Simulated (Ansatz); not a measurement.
**AlH2Br (SMILES [AlH2][Br]): levels of theory compared**

Wanted: a comparison of 6 runs (HF/STO-3G, UHF/STO-3G, PBE/STO-3G, r2SCAN/STO-3G, wB97M-V/STO-3G, CCSD(T)/STO-3G) of AlH2Br. 

Program for the calculation: Ansatz 0.2.0.

58 further runs of the same task are left out: 7 that didn't finish, 51 set aside as unsound or not needed.

## (1) The molecule

AlH2Br: 4 atoms, total charge 0, spin state singlet. SMILES: `[AlH2][Br]`. The Br2–Al1 distance was set to 3.385 Å, away from the relaxed value. At this shape a bond of the SMILES string is far longer than usual.

Bond lengths: Al1–H3 1.576 Å, Al1–H4 1.576 Å. Angles: H3–Al1–H4 124.9°.

## (2) A single-point energy at HF/STO-3G (run 1)

run.yaml reads:

```yaml
crystal:
  periodic: [false, false, false]
  atoms:
    - symbol: Al
      position_ang: [-1.064863, -0.345339, -0.705276]
    - symbol: Br
      position_ang: [1.684900, 0.496600, 1.079700]
    - symbol: H
      position_ang: [-1.478163, -1.865439, -0.734176]
    - symbol: H
      position_ang: [-1.836263, 0.812061, -1.445376]
basis:
  gaussian:
    orbitals: STO-3G
hamiltonian:
  xc: hf
accuracy: high
```

Command:

```console
$ ansatz run run.yaml --threads 1 --pin off --max-ram 2610MiB --events-out events.jsonl --progress --plain --runs-dir runs
```

The program printed:

```text
Warning: RAYON_NUM_THREADS=1 ignored (pool sized by the plan → 1); use --threads N
Functional definition: HF
  name "HF"
  exchange = exact_x
  correlation = 0
380 factors; integrals over basis functions are off by at most 3.4e-8 eV
mean field evaluation 1: about -75773.9466 eV, gradient 1.4e1 eV
mean field evaluation 2: about -75773.9528 eV, gradient 1.4e1 eV
mean field evaluation 4: about -75775.9476 eV, gradient 9.2e-1 eV
mean field evaluation 8: about -75775.9514 eV, gradient 5.2e-5 eV
mean field -75775.95144119 eV, -2784.7148526791 hartree, gradient 2.1e-8 eV, S^2 0.000000; 0 other end points of the search recorded, 0 dependent functions left out
reference -75775.95144119 eV, -2784.7148526791 hartree; 25, 25 occupied and 4, 4 virtual orbitals, 380 factors
Total energy: -75775.95144119 eV, -2784.7148526791 hartree
```

Run time: 0.18 s. Hardware: 1 thread of Arm Neoverse V1, shared host.

## (3) The energy at UHF/STO-3G (run 2)

run.yaml reads:

```yaml
crystal:
  periodic: [false, false, false]
  atoms:
    - {symbol: Al, position_ang: [-1.064863, -0.345339, -0.705276]}
    - {symbol: Br, position_ang: [1.684900, 0.496600, 1.079700]}
    - {symbol: H, position_ang: [-1.478163, -1.865439, -0.734176]}
    - {symbol: H, position_ang: [-1.836263, 0.812061, -1.445376]}
basis:
  gaussian:
    orbitals: STO-3G
total_charge: 0
magnetization:
  spin_polarized: true
hamiltonian:
  xc: hf
accuracy: high
```

Command:

```console
$ ansatz run run.yaml --threads 1 --pin off --max-ram 2610MiB --events-out events.jsonl --progress --plain --runs-dir runs
```

The program printed:

```text
Warning: RAYON_NUM_THREADS=1 ignored (pool sized by the plan → 1); use --threads N
[... 4 set-up lines as earlier in the session ...]
380 factors; integrals over basis functions are off by at most 3.4e-8 eV
mean field evaluation 1: about -75773.9466 eV, gradient 9.9e0 eV
mean field evaluation 2: about -75773.9528 eV, gradient 9.8e0 eV
mean field evaluation 4: about -75775.9476 eV, gradient 6.5e-1 eV
mean field evaluation 8: about -75775.9514 eV, gradient 1.7e-5 eV
mean field evaluation 16: about -75775.9514 eV, gradient 2.0e-5 eV
mean field evaluation 32: about -75776.3599 eV, gradient 1.6e-4 eV
mean field evaluation 64: about -75776.3430 eV, gradient 2.9e-1 eV
mean field evaluation 96: about -75776.3422 eV, gradient 5.1e-1 eV
mean field evaluation 128: about -75775.9541 eV, gradient 8.8e-2 eV
mean field -75776.35991804 eV, -2784.7298639264 hartree, gradient 1.7e-8 eV, S^2 0.635568; 5 other end points of the search recorded, 0 dependent functions left out
reference -75776.35991804 eV, -2784.7298639264 hartree; 25, 25 occupied and 4, 4 virtual orbitals, 380 factors
Total energy: -75776.35991804 eV, -2784.7298639264 hartree
```

Wall time 0.74 s (1 thread of Arm Neoverse V1, shared host).

Runs 3 to 4 aren't shown in full; the table further down has their settings and results.

## (4) The energy at wB97M-V/STO-3G (run 5)

molecule.yaml reads:

```yaml
crystal:
  periodic: [false, false, false]
  atoms:
    - {symbol: Al, position_ang: [-1.064863, -0.345339, -0.705276]}
    - {symbol: Br, position_ang: [1.684900, 0.496600, 1.079700]}
    - {symbol: H, position_ang: [-1.478163, -1.865439, -0.734176]}
    - {symbol: H, position_ang: [-1.836263, 0.812061, -1.445376]}
basis:
  gaussian:
    orbitals: STO-3G
accuracy: high
hamiltonian:
  xc: {name: wB97M-V}
total_charge: 0
```

Command:

```console
$ ansatz run molecule.yaml --threads 1 --pin off --max-ram 2610MiB --events-out events.jsonl --progress --plain --runs-dir runs
```

The program printed, cut to the lines that bear on the results:

```text
Warning: RAYON_NUM_THREADS=1 ignored (pool sized by the plan → 1); use --threads N
Functional definition: wB97M-V
  name "wB97M-V"
[...]
  gx(w, u) = 1 - cx + cx01*u + cx10*w
  gss(w, u) = css00 + css04*u^4 + css10*w + css20*w^2 + css43*w^4*u^3
  gos(w, u) = cos00 + cos10*w + (cos20 + cos21*u)*w^2 + (cos60 + cos61*u)*w^6
[...]
      + integral(e_c_pw_mod_opposite_spin*gos(b97_w_opposite, b97_u_opposite)) + vv10(b, c)
380 factors; integrals over basis functions are off by at most 3.4e-8 eV
136 factors; integrals over basis functions are off by at most 1.0e-9 eV
[...]
mean field -75829.94928344 eV, -2786.6992367806 hartree, gradient 5.2e-8 eV, S^2 0.000000; 0 other end points of the search recorded, 0 dependent functions left out
reference -75829.94928594 eV, -2786.6992368727 hartree; 25, 25 occupied and 4, 4 virtual orbitals, 380 factors
Total energy: -75829.94928594 eV, -2786.6992368727 hartree
```

Wall time 20 s (1 thread of Arm Neoverse V1, shared host); peak memory 0.29 GiB.

## (5) A single-point energy at CCSD(T)/STO-3G (run 6)

job.yaml reads:

```yaml
crystal:
  periodic: [false, false, false]
  atoms:
    - {symbol: Al, position_ang: [-1.064863, -0.345339, -0.705276]}
    - {symbol: Br, position_ang: [1.684900, 0.496600, 1.079700]}
    - {symbol: H, position_ang: [-1.478163, -1.865439, -0.734176]}
    - {symbol: H, position_ang: [-1.836263, 0.812061, -1.445376]}
basis:
  gaussian:
    orbitals: STO-3G
total_charge: 0
accuracy: high
correlation:
  method: ccsd_t
  frozen_orbitals: {Al: 5, Br: 9, H: 0}
scf:
  omitted_lower_state_checks: [cluster_reference, increment]
```

Command:

```console
$ ansatz run job.yaml --threads 1 --pin off --max-ram 2610MiB --events-out events.jsonl --progress --plain --runs-dir runs
```

The program printed, cut to the lines that bear on the results:

```text
Warning: RAYON_NUM_THREADS=1 ignored (pool sized by the plan → 1); use --threads N
[... 2 set-up lines as earlier in the session ...]
[...]
380 factors; integrals over basis functions are off by at most 3.4e-8 eV
[...]
mean field -75775.95144119 eV, -2784.7148526791 hartree, gradient 2.1e-8 eV, S^2 0.000000; 0 other end points of the search recorded, 0 dependent functions left out; unrestricted orbitals would lower it
14 core orbitals not correlated: weight in the atoms' cores, before any rotation towards them, 0.999 or more for the frozen orbitals, at most 0.001 for the correlated occupied ones
reference -75775.95144119 eV, -2784.7148526791 hartree; 11, 11 occupied and 4, 4 virtual orbitals, 380 factors
second order -1.23239319 eV of doubles, -0.00000000 eV of singles
cycle   1  -1.51769881 eV  change   -2.9e-1 eV  update   1.3e-1
[...]
cycle  27  -1.94101925 eV  change    1.1e-9 eV  update  5.1e-10
perturbative correction -0.05402991 eV, -0.0019855624 hartree
Total energy: -75777.94649034 eV, -2784.7881693831 hartree
Checks for a lower state left out: cluster_reference, increment
```

Run time: 0.3 s. Hardware: 1 thread of Arm Neoverse V1, shared host.

## (6) The series

```
run           level  frozen core orbitals   energy (Eh)  wall time
  1       HF/STO-3G                     –  -2784.714853     0.18 s
  2      UHF/STO-3G                     –  -2784.729864     0.74 s
  3      PBE/STO-3G                     –  -2786.007841      1.4 s
  4   r2SCAN/STO-3G                     –  -2786.660713      4.2 s
  5  wB97M-V/STO-3G                     –  -2786.699237       20 s
  6  CCSD(T)/STO-3G                    14  -2784.788169      0.3 s
```

## (7) Results

```
                                           quantity           value
                                run 6: total energy  -2784.78817 Eh
run 6: correlation energy (14 core orbitals frozen)       -73.3 mEh
                              run 6: (T) correction       -1.99 mEh
                               run 6: T1 diagnostic           0.037
```

Totals of different functionals can't be ranked against each other. In run 6 the T1 diagnostic is large, so a single reference may not serve. In run 6 the log says that unrestricted orbitals would lower the reference, so the values rest on an unstable closed-shell determinant (other closed-shell runs at this shape may share the fault). In runs 1, 2, 3, 4, 5, 6 the basis is minimal, so the values are rough. Spin contamination of the reference: run 2 ⟨S²⟩ = 0.64. Where it is this large, the reference is a mixture of spin states, and values that rest on it are in doubt. All runs together took 27 s, the longest 20 s.
